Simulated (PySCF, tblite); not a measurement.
**C6H8BrFSi: geometry, infrared bands and NMR shifts**

Aim: predict the infrared bands and NMR shifts of C6H8BrFSi (`C=C(C)[Si@H](F)C1(Br)C=C1`).

The runs use tblite 0.8.0 and PySCF 2.14.0, with density-fitted response routines of our own; the level of theory stands in each step. All values are computed, except where a source is named. Atoms count from 0, in the outputs and in this text.

## (1) Starting geometry

17 atoms, charge 0, multiplicity 1; geometry from: force field or distance geometry start.

Bonds of the start (Å): C0–C1 1.35, C1–C2 1.49, C1–Si3 1.88, Si3–F4 1.63, Si3–C5 1.86, C5–Br6 1.90, C5–C7 1.44, C7–C8 1.31, C8–C5 1.44, C0–H9 1.10, C0–H10 1.09, C2–H11 1.10, C2–H12 1.09, C2–H13 1.10, Si3–H14 1.48, C7–H15 1.07, C8–H16 1.05.

## (2) Relaxing the molecule with GFN2-xTB

The job: settings as JSON, then the geometry in Å.

```
{"job": {"kind": "relax", "xc": "GFN2-xTB", "basis": "xTB"}, "charge": 0, "multiplicity": 1}
C     -2.053400     0.132100     0.987200
C     -1.313900     0.134400    -0.137000
C     -1.579300     1.048200    -1.278700
Si     0.150100    -1.027500    -0.367300
F     -0.046100    -2.230300     0.708600
C      1.784100    -0.189200    -0.058200
Br     2.495000     0.887900    -1.458800
C      2.118900     0.221900     1.285300
C      2.748000    -0.822000     0.809700
H     -2.909000     0.810500     1.105100
H     -1.872200    -0.540000     1.819500
H     -1.772200     0.484100    -2.201900
H     -0.757800     1.741000    -1.438100
H     -2.474900     1.663900    -1.104000
H      0.080000    -1.610400    -1.721700
H      1.938200     0.897600     2.091100
H      3.457300    -1.590100     0.949300
```

On the command line:

```
> OMP_NUM_THREADS=1 python probes_run.py task.json out
```

The driver reads the jobs from task.json and runs them one after another.

**Question.** This job is followed by: GFN2-xTB harmonic vibrations, gas phase; GIAO PBE0/pcSseg-1 NMR shielding, non-relativistic, gas phase. Predict these results of the whole session: strongest single infrared mode (GFN2-xTB); zero-point energy (GFN2-xTB); 13C shifts against TMS (PBE0/pcSseg-1); 1H shifts against TMS (PBE0/pcSseg-1, means over atoms taken as alike); 29Si shifts against TMS (PBE0/pcSseg-1); 19F shifts against CFCl3 (PBE0/pcSseg-1); 79Br shifts against HBr (PBE0/pcSseg-1); surface potential, 1st and 99th percentile.

**Answer**, as computed:

```
                                                              quantity                                       value
                             strongest single infrared mode (GFN2-xTB)                        798 cm⁻¹, 216 km/mol
                                          zero-point energy (GFN2-xTB)                               72.9 kcal/mol
                                13C shifts against TMS (PBE0/pcSseg-1)  149.5, 136.3, 132.2, 129.8, 54.5, 27.0 ppm
1H shifts against TMS (PBE0/pcSseg-1, means over atoms taken as alike)      7.88, 7.75, 6.29, 5.84, 5.26, 2.30 ppm
                               29Si shifts against TMS (PBE0/pcSseg-1)                                   -19.0 ppm
                              19F shifts against CFCl3 (PBE0/pcSseg-1)                                  -195.6 ppm
                               79Br shifts against HBr (PBE0/pcSseg-1)                                     635 ppm
                                 surface potential, 1st and 99th percentile                          -0.99 V and 1.51 V
```

In words: The optimisation took 88 steps and gained 0.334 eV; among the close pairs (by a distance rule), C5–Br6 changed most, from 1.905 to 2.030 Å. All 45 modes are real, so the xTB geometry is a minimum. The strongest single mode, at 798 cm⁻¹, moves mainly F4 and Si3. GFN2-xTB is a fitted tight-binding method: band positions and strengths are rough. Its intensities can rank the bands wrongly. C5 stands next to heavy halogen, whose spin-orbit shielding this run leaves out, so the computed shift lies too far downfield, most of all for carbon beside Br or I. At PBE0/pcSseg-1: The widest tensor belongs to Br6: span 1700 ppm, with a paramagnetic part of -1135 ppm. At PBE0/pcSseg-1, counted by nearest atom on the grid, the HOMO lies on Br6 27 %; 4 C atoms about 12 % each, the LUMO on C7, C8 about 33 % each; H15, H16 about 11 % each. Spin-orbit coupling is left out, which matters for shieldings and couplings at and beside the heavy atoms.
